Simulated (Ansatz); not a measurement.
**GaC (quartet): from Hartree-Fock to the top rungs at distance C1–Ga2 = 4.367 Å, cc-pVDZ**

Aim: climb from Hartree-Fock through coupled cluster and multireference methods for GaC (quartet) at one geometry and basis, and see what each rung misses.

Computed with Ansatz 0.2.0, Gaussian basis. Level: cc-pVDZ, core rule «outside noble gas», up to 15 orbitals frozen.

Plan: UHF; CCSD(T) on ROHF; CCSD(T) on UHF; BCCD(T) on ROHF; CISD; CCSDT(Q) on ROHF; CCSDT(Q) on UHF; CASSCF and MRCISD+Q, 5 electrons in 5 orbitals; CASSCF and NEVPT2, 5 electrons in 5 orbitals; CASSCF and MRCISD+Q, 7 electrons in 8 orbitals; CASSCF and NEVPT2, 7 electrons in 8 orbitals; Full CI.

21 further runs of the same task are left out: 2 for a known fault of the program, 15 that didn't finish, 4 set aside as unsound or not needed.

**1. The system**

The geometry derives from a PBE0/def2-TZVP stationary point (not a proven minimum). One bond is set to the value named and the two fragments are kept rigid. No spin-orbit coupling is included. The filled d shell of Ga may be among the frozen orbitals whatever the setting's name suggests; the logs give the count.

2 atoms, charge 0, spin multiplicity 4.

Atoms are counted from 1 here; the program's logs count them from 0.

No contacts short enough for the rule that draws bonds.

**2. UHF**

in.yaml reads:

```yaml
crystal:
  periodic: [false, false, false]
  atoms:
    - {symbol: C, position_ang: [0.000000, 0.000000, 0.000000]}
    - {symbol: Ga, position_ang: [0.000000, 0.000000, 4.367000]}
basis:
  gaussian: {orbitals: cc-pVDZ}
magnetization: {spin_polarized: true, initial_magnetization: 3}
hamiltonian: {xc: hf}
output: {orbitals: {seedname: orbitals}}
```

On the command line:

```
$ ansatz run in.yaml --threads 1 --pin off --events-out ev --progress --plain --max-ram 2393MiB
```

Further steps of the session: CCSD(T) on ROHF; CCSD(T) on UHF; BCCD(T) on ROHF; CISD; CCSDT(Q) on ROHF; CCSDT(Q) on UHF; CASSCF and MRCISD+Q, 5 electrons in 5 orbitals; CASSCF and NEVPT2, 5 electrons in 5 orbitals; CASSCF and MRCISD+Q, 7 electrons in 8 orbitals; CASSCF and NEVPT2, 7 electrons in 8 orbitals; Full CI.

**Question.** What will the summary of the whole plan be? Wanted: FCI below the RHF energy; RMP2 from FCI; UMP2 from FCI; RCCSD from FCI; RCCSD(T) from FCI; UCCSD(T) from FCI; RCCSDT(Q) from FCI; UCCSDT(Q) from FCI; NEVPT2 pair from FCI.

**Answer**, as computed:

```
                         quantity                                           value
         FCI below the RHF energy                                      -3.4678 eV
                    RMP2 from FCI                                     +1067.1 meV
                    UMP2 from FCI                                     +1057.4 meV
                   RCCSD from FCI                                       +92.9 meV
                RCCSD(T) from FCI                                       +46.7 meV
                UCCSD(T) from FCI                                       +42.8 meV
               RCCSDT(Q) from FCI                                       +10.1 meV
               UCCSDT(Q) from FCI                                        +9.0 meV
             NEVPT2 pair from FCI                                      +836.5 meV
levels within 1 kcal/mol (43 meV)  UCCSD(T), RCCSDT, UCCSDT, RCCSDT(Q), UCCSDT(Q)
                    T1 diagnostic                                           0.022
   effectively unpaired electrons                                            3.25
```

What this shows: RCCSD(T) misses by +46.7 meV, 1.3 % of the correlation energy. The occupations show some static correlation. These misses are within one basis, not against nature; the frozen cores of restricted and unrestricted runs differ, which can shift their rows.
